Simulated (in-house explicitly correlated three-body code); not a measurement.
# Two electrons around a charge of +29.575: exact states and exact Kohn–Sham parts

System: two electrons around a charge of +29.575. A variational three-body run gives its energies and expectation values, then the exact Kohn–Sham parts of the ground state and the errors of common functionals.

Method: two electrons, non-relativistic, variational in exponentially correlated functions. Code: in-house explicitly correlated three-body code version 1.

## Step 1: What is computed

```
charge of the centre : +29.575
mass of the centre   : infinite
interactions         : Coulomb
basis                : 260 functions exp(−a r1 − b r2 − g r12) a state, exponent ranges optimised
units                : hartree and bohr; relativity and QED are left out
```

## Step 2: Input and results

Settings:

```ini
Z = 29.575
interaction_strength = 1.0
functions = 260
states_tried = 13
```

The run is started by

```
$ python run_hyl.py task.json out
```

Main fields of the result record, rounded:

```text
{
  "status": "converged",
  "states [hartree, bohr]": [
    {"name": "1 1S", "E": -856.3536229607, "change": 9.7e-08, "T": 856.35362185, "inv_r": 29.26250492, "inv_r12": 18.16992101, "r": 0.0513707448, "r2": 0.00352430779, "r12": 0.0751583775, "r12_2": 0.00707849751, "cos": -0.004502599, "p1p2": 3.8248721, "d1": 8050.07, "d12": 963.45},
    {"name": "2 3S", "E": -541.1649781423, "change": 2e-08, "T": 541.164978, "inv_r": 18.39040774, "inv_r12": 5.46266165, "r": 0.128728245, "r2": 0.0266334014, "r12": 0.215465775, "r12_2": 0.053305611, "cos": -0.001573846, "p1p2": 0.30686116, "d1": 4602.602, "d12": 0.0},
    {"name": "2 3P", "E": -540.0730627467, "change": 7.3e-08, "T": 540.07306196, "inv_r": 18.3715012, "inv_r12": 6.528171349, "r": 0.112205026, "r2": 0.0198205214, "r12": 0.186282422, "r12_2": 0.0409156727, "cos": -0.07642131, "p1p2": -64.050573, "d1": 4105.732, "d12": 0.0},
    {"name": "2 1S", "E": -539.9333777065, "change": 4.7e-07, "T": 539.93337533, "inv_r": 18.36846804, "inv_r12": 6.628131545, "r": 0.1297988, "r2": 0.0271663754, "r12": 0.214727138, "r12_2": 0.05440337, "cos": -0.002645496, "p1p2": 0.34495116, "d1": 4593.551, "d12": 183.39},
    {"name": "2 1P", "E": -539.145905135, "change": 2.5e-08, "T": 539.14590626, "inv_r": 18.35445569, "inv_r12": 7.37424255, "r": 0.113075552, "r2": 0.0201808035, "r12": 0.179322176, "r12_2": 0.0392191292, "cos": 0.0692413, "p1p2": 63.438509, "d1": 4119.935, "d12": 57.369},
    {"name": "3 3S", "E": -483.1943182562, "change": 2.3e-08, "T": 483.19431786, "inv_r": 16.38369452, "inv_r12": 2.706895021, "r": 0.259146338, "r2": 0.125852861, "r12": 0.47127979, "r12_2": 0.25173105, "cos": -0.0005445124, "p1p2": 0.09175088, "d1": 4259.791, "d12": 0.0},
    {"name": "3 3P", "E": -482.8911634563, "change": 1.1e-07, "T": 482.89116307, "inv_r": 16.37840661, "inv_r12": 3.00042464, "r": 0.243135974, "r2": 0.110988947, "r12": 0.440089238, "r12_2": 0.222209246, "cos": -0.01761495, "p1p2": -14.569429, "d1": 4114.338, "d12": 0.0},
    {"name": "3 1S", "E": -482.8699106299, "change": 2e-07, "T": 482.86990717, "inv_r": 16.37792715, "inv_r12": 3.014573136, "r": 0.260692984, "r2": 0.127534906, "r12": 0.473716977, "r12_2": 0.255102311, "cos": -0.0008471219, "p1p2": 0.1126986, "d1": 4257.855, "d12": 52.901},
    {"name": "3 1P", "E": -482.6418874261, "change": 6.1e-08, "T": 482.64188358, "inv_r": 16.37387672, "inv_r12": 3.231037195, "r": 0.244356909, "r2": 0.112226503, "r12": 0.440731953, "r12_2": 0.22427884, "cos": 0.01593024, "p1p2": 14.796899, "d1": 4117.375, "d12": 18.103},
    {"name": "4 3S", "E": -463.0601097354, "change": 1.2e-06, "T": 463.05999466, "inv_r": 15.68406923, "inv_r12": 1.59259046, "r": 0.442059401, "r2": 0.392377133, "r12": 0.835464312, "r12_2": 0.784770426, "cos": -0.0002400907, "p1p2": 0.03880497, "d1": 4177.024, "d12": 0.0},
    {"name": "4 3P", "E": -462.9349699102, "change": 1e-07, "T": 462.93496994, "inv_r": 15.6818819, "inv_r12": 1.713374532, "r": 0.426550261, "r2": 0.366831819, "r12": 0.804763634, "r12_2": 0.733752112, "cos": -0.0068566, "p1p2": -5.6431465, "d1": 4116.024, "d12": 0.0},
    {"name": "4 1S", "E": -462.9285675085, "change": 5.8e-07, "T": 462.92838023, "inv_r": 15.68172848, "inv_r12": 1.717291651, "r": 0.444111254, "r2": 0.396286517, "r12": 0.839313915, "r12_2": 0.792592016, "cos": -0.0003660785, "p1p2": 0.049145037, "d1": 4176.34, "d12": 22.088},
    {"name": "4 1P", "E": -462.8331983465, "change": 4.4e-07, "T": 462.8331976, "inv_r": 15.68003818, "inv_r12": 1.807862166, "r": 0.428162282, "r2": 0.369790955, "r12": 0.807310985, "r12_2": 0.739527828, "cos": 0.006184735, "p1p2": 5.7745781, "d1": 4117.157, "d12": 7.7755}
  ],
  "threshold [hartree]": -437.3403125,
  "transitions": [
    ["1 1S", "2 1P", 317.20772, 0.003763614],
    ["1 1S", "3 1P", 373.71174, 0.0006248951],
    ["1 1S", "4 1P", 393.52042, 0.0002192106],
    ["2 1S", "2 1P", 0.78747257, 0.03310398],
    ["2 1S", "3 1P", 57.29149, 0.01096584],
    ["2 1S", "4 1P", 77.100179, 0.001954601],
    ["3 1S", "2 1P", -56.275995, 0.001193914],
    ["3 1S", "3 1P", 0.2280232, 0.1986511],
    ["3 1S", "4 1P", 20.036712, 0.03474322],
    ["4 1S", "2 1P", -76.217338, 0.000195923],
    ["4 1S", "3 1P", -19.71332, 0.007954454],
    ["4 1S", "4 1P", 0.095369162, 0.6619632],
    ["2 3S", "2 3P", 1.0919154, 0.03252453],
    ["2 3S", "3 3P", 58.273815, 0.01060503],
    ["2 3S", "4 3P", 78.230008, 0.001906037],
    ["3 3S", "2 3P", -56.878745, 0.001189041],
    ["3 3S", "3 3P", 0.3031548, 0.1964742],
    ["3 3S", "4 3P", 20.259348, 0.03381544],
    ["4 3S", "2 3P", -77.012953, 0.0001936805],
    ["4 3S", "3 3P", -19.831054, 0.008027262],
    ["4 3S", "4 3P", 0.12513983, 0.6566131]
  ],
  "polarisability [au]": {
    "1 1S": {"alpha": 1.235698e-05, "c6": 4.17035e-08, "f_sum": 2.0},
    "2 1S": {"alpha": 0.02820259, "c6": 0.000477082, "f_sum": 2.000087},
    "2 3S": {"alpha": 0.0200273, "c6": 0.000335298, "f_sum": 2.000002}
  },
  "kohn_sham [hartree]": {"Ts": 856.307619, "hartree": 36.5243983, "Ex": -18.2621992, "Tc": 0.0460030251, "Uc": -0.0922781457, "Ec": -0.0462751206, "norm": 1.99999986},
  "hartree_fock [hartree]": [-856.30728939, -419.022515]
}
```

«change» is the move of the energy from 170 to 260 functions; states that moved too far are left out. d1 and d12 are the expectation values of δ(r1) and δ(r12).

Run time: 18 s. Hardware: 1 thread of AMD EPYC 9R45 (Zen 5), shared host.

## Step 3: Levels

Binding counts from the one-electron threshold at -437.340312 hartree:

```csv
state,binding (eV),excitation (eV),quantum defect,⟨r⟩,⟨r12⟩ (bohr),⟨cos θ12⟩
1 ¹S,11401.9,0,0.013,0.05137,0.07516,-0.0045
2 ³S,2825.21,8576.72,0.017,0.1287,0.2155,-0.0016
2 ³P,2795.50,8606.43,0.006,0.1122,0.1863,-0.0764
2 ¹S,2791.70,8610.23,0.005,0.1298,0.2147,-0.0026
2 ¹P,2770.27,8631.66,-0.003,0.1131,0.1793,0.0692
3 ³S,1247.75,10154.2,0.016,0.2591,0.4713,-0.0005
3 ³P,1239.50,10162.4,0.006,0.2431,0.4401,-0.0176
3 ¹S,1238.92,10163.0,0.005,0.2607,0.4737,-0.0008
3 ¹P,1232.72,10169.2,-0.002,0.2444,0.4407,0.0159
4 ³S,699.871,10702.1,0.016,0.4421,0.8355,-0.0002
4 ³P,696.466,10705.5,0.006,0.4266,0.8048,-0.0069
4 ¹S,696.292,10705.6,0.006,0.4441,0.8393,-0.0004
4 ¹P,693.697,10708.2,-0.002,0.4282,0.8073,0.0062
```

## Step 4: Electric-dipole lines

Oscillator strengths from the S state (negative where P lies lower) and rates of the upper state's decay:

```csv
S,P,E(P) − E(S) (eV),f,rate (1/s)
1 ¹S,2 ¹P,8631.7,0.7959,8.577e+14
1 ¹S,3 ¹P,10169,0.1557,2.329e+14
1 ¹S,4 ¹P,10708,0.05751,9.538e+13
2 ¹S,2 ¹P,21.428,0.01738,1.154e+08
2 ¹S,3 ¹P,1559.0,0.4188,1.472e+13
2 ¹S,4 ¹P,2098.0,0.1005,6.396e+12
3 ¹S,2 ¹P,-1531.3,-0.04479,4.558e+12
3 ¹S,3 ¹P,6.2048,0.03020,1.682e+07
3 ¹S,4 ¹P,545.23,0.4641,1.995e+12
4 ¹S,2 ¹P,-2074.0,-0.009955,1.858e+12
4 ¹S,3 ¹P,-536.43,-0.1045,1.305e+12
4 ¹S,4 ¹P,2.5951,0.04209,4.100e+06
2 ³S,2 ³P,29.713,0.02368,3.023e+08
2 ³S,3 ³P,1585.7,0.4120,1.498e+13
2 ³S,4 ³P,2128.7,0.09941,6.516e+12
3 ³S,2 ³P,-1547.7,-0.04509,4.687e+12
3 ³S,3 ³P,8.2493,0.03971,3.908e+07
3 ³S,4 ³P,551.28,0.4567,2.008e+12
4 ³S,2 ³P,-2095.6,-0.009944,1.895e+12
4 ³S,3 ³P,-539.63,-0.1061,1.341e+12
4 ³S,4 ³P,3.4052,0.05478,9.187e+06
```

## Step 5: The exact density, inverted

With two electrons in one orbital the density fixes the Kohn–Sham potential directly; exchange is minus half the Hartree term. On a radial grid:

```csv
r (bohr),4πr²n,v_x,pair density 4πr12²h,Coulomb hole
0.00135,0.3404,-29.23,0.02207,-7.31e-04
0.00181,0.5955,-29.21,0.03966,-0.00129
0.00243,1.035,-29.17,0.07141,-0.00229
0.00325,1.763,-29.10,0.1275,-0.00399
0.00435,2.960,-28.98,0.2276,-0.00688
0.00583,4.872,-28.78,0.4058,-0.0117
0.0078,7.764,-28.44,0.7169,-0.0195
0.0105,12.00,-27.89,1.268,-0.0316
0.014,17.35,-27.04,2.161,-0.0479
0.0187,23.47,-25.76,3.584,-0.0673
0.0251,29.02,-23.92,5.696,-0.0837
0.0336,31.58,-21.48,8.317,-0.0834
0.045,29.05,-18.51,10.74,-0.0531
0.0603,21.33,-15.23,11.56,0.00181
0.0808,11.58,-12.00,9.556,0.0437
0.108,4.248,-9.188,5.478,0.0398
0.145,0.8913,-6.889,1.854,0.0128
0.194,0.09273,-5.154,0.3149,5.41e-04
```

The last two columns are read against r12, and the hole is the exact less the Kohn–Sham pair density.

## Step 6: Functionals against the exact answer

Errors in millihartree. The functional-driven error is that on the exact density; the rest comes from the functional's own density. Hybrids were run self-consistently alone, so they have no split; a dash in a self-consistent column means that the top level came out unbound:

| functional | exchange | correlation | functional-driven | density-driven | total, self-consistent | top level + binding (eV) |
| --- | --- | --- | --- | --- | --- | --- |
| LDA VWN5 | +2594.9 | -220.1 | +2374.8 | -2.8 | +2372.0 | +207.74 |
| LDA PW92 | +2594.9 | -219.3 | +2375.6 | -2.8 | +2372.8 | +207.74 |
| PBE | +375.2 | -2.0 | +373.2 | -1.5 | +371.7 | +185.27 |
| PBEsol | +1151.4 | -16.8 | +1134.6 | -1.5 | +1133.1 | +194.76 |
| BLYP | +152.9 | -3.6 | +149.3 | -1.2 | +148.0 | +182.76 |
| RPBE | +68.2 | -2.0 | +66.2 | -1.5 | +64.7 | +182.87 |
| PW91 | +320.7 | -24.9 | +295.8 | -1.5 | +294.3 | +183.58 |
| BP86 | +152.9 | -140.1 | +12.8 | -1.1 | +11.7 | +181.63 |
| OLYP | +106.3 | -3.6 | +102.7 | -1.1 | +101.6 | +182.48 |
| AM05 | +2008.9 | -185.1 | +1823.8 | -1.9 | +1821.9 | +203.89 |
| TPSS | -3.5 | -3.0 | -6.5 | -0.3 | -6.8 | +170.27 |
| revTPSS | -2.8 | -4.8 | -7.6 | -0.2 | -7.8 | +167.71 |
| SCAN | -3.9 | +0.9 | -3.0 | -0.3 | -3.2 | +163.34 |
| r2SCAN | -3.9 | +0.9 | -3.0 | -0.3 | -3.2 | +163.34 |
| M06-L | -206.7 | -28.6 | -235.3 | -2.3 | -237.6 | +162.03 |
| PBE0 | – | – | – | – | +278.6 | +138.67 |
| B3LYP (VWN-RPA) | – | – | – | – | +263.5 | +147.51 |
| HSE06 | – | – | – | – | +258.6 | +138.96 |
| ωB97X | – | – | – | – | -712.5 | +146.66 |
| r2SCAN0 | – | – | – | – | -2.1 | +122.28 |

## Step 7: Results

| quantity | value |
| --- | --- |
| ground-state energy | -856.35362296 hartree |
| binding of the second electron | 11402 eV |
| ⟨r12⟩, ⟨cos θ12⟩ | 0.07516 bohr, -0.0045 |
| resonance line 1 ¹S–2 ¹P | 8631.7 eV, f = 0.7959 |
| polarisability of the ground state | 1.2357e-05 bohr³ |
| Ts, Ex, Ec (Kohn–Sham) | 856.30762, -18.26220, -0.04628 hartree |
| exact less Hartree–Fock | -0.04633 hartree |

In words: The second electron is bound by 11400 eV, and the mean cosine of -0.005 shows the electrons leaning only slightly to opposite sides. The virial ratio −T/E is 1.0000000, where an exact Coulomb state gives 1. Exchange puts 2 ³S 33.5 eV under 2 ¹S. On the exact density SCAN errs least (-3.0 millihartree) and LDA PW92 most (+2375.6). Self-consistent top levels of the semilocal functionals lie +162.0 to +207.7 eV from minus the binding energy, the exact Kohn–Sham level. For so high a charge relativity is large, so this is a model system.
